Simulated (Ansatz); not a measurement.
# Cs3In: the cost of one run

Computed with Ansatz 0.2.0 (DFT PBE, scalar-relativistic, plane waves, PAW, unless a step's input says otherwise).

**1. The starting structure**

The structure is tetragonal, space group I4/mmm (No. 139). Conventional cell: a = 5.544 Å, b = 5.544 Å, c = 11.185 Å, α = 90.00°, β = 90.00°, γ = 90.00°. Around Cs (site symmetry -4m2) lie 8 Cs at 3.92 to 3.94 Å and 4 In at 3.94 Å. Around Cs (site symmetry 4/mmm) lie 4 In at 3.92 Å and 8 Cs at 3.94 Å. In (site symmetry 4/mmm) has 12 Cs at 3.92 to 3.94 Å as nearest neighbours.

Structure file:

```cif
data_structure
_symmetry_space_group_name_H-M 'I4/mmm'
_symmetry_Int_Tables_number 139
_cell_length_a 5.5443
_cell_length_b 5.5443
_cell_length_c 11.1854
_cell_angle_alpha 90.000
_cell_angle_beta 90.000
_cell_angle_gamma 90.000
_cell_volume 343.84
loop_
_atom_site_label
_atom_site_type_symbol
_atom_site_symmetry_multiplicity
_atom_site_Wyckoff_symbol
_atom_site_fract_x
_atom_site_fract_y
_atom_site_fract_z
_atom_site_occupancy
Cs1 Cs 4 d 0.00000 0.50000 0.25000 1
Cs2 Cs 2 b 0.50000 0.50000 0.00000 1
In1 In 2 a 0.00000 0.00000 0.00000 1
```

A structure generator made this guess: species swapped into a database cell of Ce3Zn (I4/mmm, No. 139), with Cs on the Ce sites and In on the Zn sites. Its size is a rough estimate.

**2. The guess as it stands, on a coarse mesh**

Input file input.yaml:

```yaml
crystal:
  lattice:
    - [-2.77216728, 2.77216728, 5.59271888]
    - [2.77216728, -2.77216728, 5.59271888]
    - [2.77216728, 2.77216728, -5.59271888]
  atoms:
    - { symbol: Cs, position: [0.75, 0.25, 0.5] }
    - { symbol: Cs, position: [0.25, 0.75, 0.5] }
    - { symbol: Cs, position: [0.5, 0.5, 0.0] }
    - { symbol: In, position: [0.0, 0.0, 0.0] }
basis:
  ecutwfc: 420
kpoints:
  mp_grid: { grid: [4, 4, 4] }
hamiltonian:
  xc: pbe
scf:
  occupations: { method: gaussian, width: 0.1 }
  lower_state_search: "off"
output:
  forces: true
  stress: true
  eigenvalues: true
```

Command:

```console
ansatz run input.yaml --threads 1 --pin off --max-ram 2560MiB --backend cpu --events-out ev --progress --plain --runs-dir out
```

**Question.** How long does this run take on 1 thread of Arm Neoverse N1, shared host, and how much memory does it need?

About 8.1 s, with a peak of 0.43 GiB.
